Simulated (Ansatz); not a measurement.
# FGeH3INO: the cost of one run

Program: Ansatz 0.2.0. Level of theory: RKS B3LYP/def2-SVP. These are calculated values, not measurements.

## Step 1: Starting point

Bond lengths: N1–Ge2 1.822 Å, Ge2–O3 1.763 Å, Ge2–F4 1.700 Å, Ge2–I5 2.549 Å, N1–H6 1.039 Å, N1–H7 1.091 Å, O3–H8 1.050 Å. Angles: N1–Ge2–O3 107.9°, N1–Ge2–F4 112.4°, N1–Ge2–I5 110.2°, O3–Ge2–F4 108.4°, O3–Ge2–I5 110.0°, F4–Ge2–I5 107.9°, Ge2–N1–H6 110.8°, Ge2–N1–H7 106.2°, H6–N1–H7 101.7°, Ge2–O3–H8 105.1°.

Coordinates:

```xyz
8

N    -0.9164    0.6610    0.7715
Ge   -0.0718   -0.4337   -0.4157
O     0.9091   -1.5746    0.5031
F    -1.1643   -1.3156   -1.3733
I     1.4106    0.9335   -1.9742
H    -0.2330    1.2687    1.2642
H    -1.4693    1.3885    0.1758
H     1.6271   -0.9848    0.9927
```

## Step 2: Relaxing end A

The input, input.yaml:

```yaml
crystal:
  periodic: [false, false, false]
  atoms:
    - { symbol: "N", position_ang: [-0.9164, 0.661, 0.7715] }
    - { symbol: Ge, position_ang: [-0.0718, -0.4337, -0.4157] }
    - { symbol: O, position_ang: [0.9091, -1.5746, 0.5031] }
    - { symbol: F, position_ang: [-1.1643, -1.3156, -1.3733] }
    - { symbol: I, position_ang: [1.4106, 0.9335, -1.9742] }
    - { symbol: H, position_ang: [-0.233, 1.2687, 1.2642] }
    - { symbol: H, position_ang: [-1.4693, 1.3885, 0.1758] }
    - { symbol: H, position_ang: [1.6271, -0.9848, 0.9927] }
basis:
  gaussian: { orbitals: def2-SVP }
hamiltonian:
  xc: b3lyp
relax:
  f_tol: 0.015
  max_steps: 40
output:
  orbitals: {}
```

Started as:

```
$ ansatz run input.yaml --threads 2 --pin off --max-ram 3072MiB --backend cpu --events-out ev --progress --plain --runs-dir out
```

**Question.** How long does this run take on 2 threads of Intel Xeon Platinum 8488C (Sapphire Rapids), shared host, and how much memory does it need?

About 64 s, with a peak of 0.34 GiB.
